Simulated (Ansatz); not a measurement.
# ScAl3N4: gaps at several levels of theory

The task here is to estimate one member of a computed series from the others.

Program: Ansatz 0.2.0. Level of theory: DFT PBEsol, scalar-relativistic, plane waves, PAW. These are calculated values, not measurements.

That is the level of the relaxation; later steps name their own.

### The system as given

Symmetry: Cmc2_1, No. 36, orthorhombic system. The conventional cell has a = 6.473 Å, b = 11.212 Å, c = 5.179 Å, α = 90.00°, β = 90.00°, γ = 90.00°. Sc (site symmetry m) is surrounded by 4 N at 1.97 Å. Around Al (site symmetry 1) lie 4 N at 1.97 Å. Al (site symmetry m) is surrounded by 4 N at 1.97 Å. N (site symmetry m) has 2 Sc at 1.97 Å and 2 Al at 1.97 Å as nearest neighbours. N (site symmetry 1) has 3 Al at 1.97 Å and 1 Sc at 1.97 Å as nearest neighbours. N (site symmetry m) has 4 Al at 1.97 Å as nearest neighbours.

As a file:

```cif
data_structure
_symmetry_space_group_name_H-M 'P 1'
_symmetry_Int_Tables_number 1
_cell_length_a 5.1789
_cell_length_b 6.4734
_cell_length_c 6.4734
_cell_angle_alpha 120.000
_cell_angle_beta 90.000
_cell_angle_gamma 90.000
_cell_volume 187.95
loop_
_atom_site_label
_atom_site_type_symbol
_atom_site_fract_x
_atom_site_fract_y
_atom_site_fract_z
_atom_site_occupancy
Sc1 Sc 0.00000 0.16667 0.33333 1
Al1 Al 0.00000 0.16667 0.83333 1
Al2 Al 0.00000 0.66667 0.33333 1
Al3 Al 0.00000 0.66667 0.83333 1
Sc2 Sc 0.50000 0.33333 0.66667 1
Al4 Al 0.50000 0.33333 0.16667 1
Al5 Al 0.50000 0.83333 0.66667 1
Al6 Al 0.50000 0.83333 0.16667 1
N1 N 0.62000 0.16667 0.33333 1
N2 N 0.62000 0.16667 0.83333 1
N3 N 0.62000 0.66667 0.33333 1
N4 N 0.62000 0.66667 0.83333 1
N5 N 0.12000 0.33333 0.66667 1
N6 N 0.12000 0.33333 0.16667 1
N7 N 0.12000 0.83333 0.66667 1
N8 N 0.12000 0.83333 0.16667 1
```

The first run:

(A quick probe on a coarse mesh, which set the mesh and smearing, is not shown.)

The input, input.yaml:

```yaml
crystal:
  lattice:
    - [0.0, 0.0, -5.17892384]
    - [3.23669743, 5.60612441, 0.0]
    - [3.23669743, -5.60612441, 0.0]
  atoms:
    - { symbol: Sc, position: [0.0, 0.16666667, 0.33333333] }
    - { symbol: Al, position: [0.0, 0.16666667, 0.83333333] }
    - { symbol: Al, position: [0.0, 0.66666667, 0.33333333] }
    - { symbol: Al, position: [0.0, 0.66666667, 0.83333333] }
    - { symbol: Sc, position: [0.5, 0.33333333, 0.66666667] }
    - { symbol: Al, position: [0.5, 0.33333333, 0.16666667] }
    - { symbol: Al, position: [0.5, 0.83333333, 0.66666667] }
    - { symbol: Al, position: [0.5, 0.83333333, 0.16666667] }
    - { symbol: "N", position: [0.62, 0.16666667, 0.33333333] }
    - { symbol: "N", position: [0.62, 0.16666667, 0.83333333] }
    - { symbol: "N", position: [0.62, 0.66666667, 0.33333333] }
    - { symbol: "N", position: [0.62, 0.66666667, 0.83333333] }
    - { symbol: "N", position: [0.12, 0.33333333, 0.66666667] }
    - { symbol: "N", position: [0.12, 0.33333333, 0.16666667] }
    - { symbol: "N", position: [0.12, 0.83333333, 0.66666667] }
    - { symbol: "N", position: [0.12, 0.83333333, 0.16666667] }
basis:
  ecutwfc: 420
kpoints:
  mp_grid: { grid: [4, 6, 6] }
hamiltonian:
  xc: pbesol
scf:
  occupations: { method: gaussian, width: 0.1 }
output:
  forces: true
  stress: true
  eigenvalues: true
relax:
  adjacent_minimum: "off"
  f_tol: 0.05
  max_steps: 80
  cell: { stress_tol: 0.5 }
```

Run with:

```console
$ ansatz run input.yaml --threads 4 --pin off --max-ram 10240MiB --backend cpu --events-out ev --progress --plain --runs-dir out
```

Steps of the session up to this table: A loose first relaxation; Full relaxation; Band edges over the whole zone; Levels with PBEsol; Levels with PBEsol on the hybrid's mesh; The run at HSE06; Levels with r2SCAN.

One table of the session follows, with a row left open; its other results are not shown here.

```
                      level  gap (eV)  least direct gap (eV)
                     PBEsol      3.56                   3.63
PBEsol on the hybrid's mesh      3.56                   3.63
                      HSE06         ?                      ?
                     r2SCAN      4.12                   4.19
```

**Question.** Estimate the row for HSE06.

The run gave: gap (eV): 4.99; least direct gap (eV): 5.07. In the column «gap (eV)» it is the highest.

Gaps are by band count over the mesh and the named points; a gap of 0 means that the bands overlap or touch.
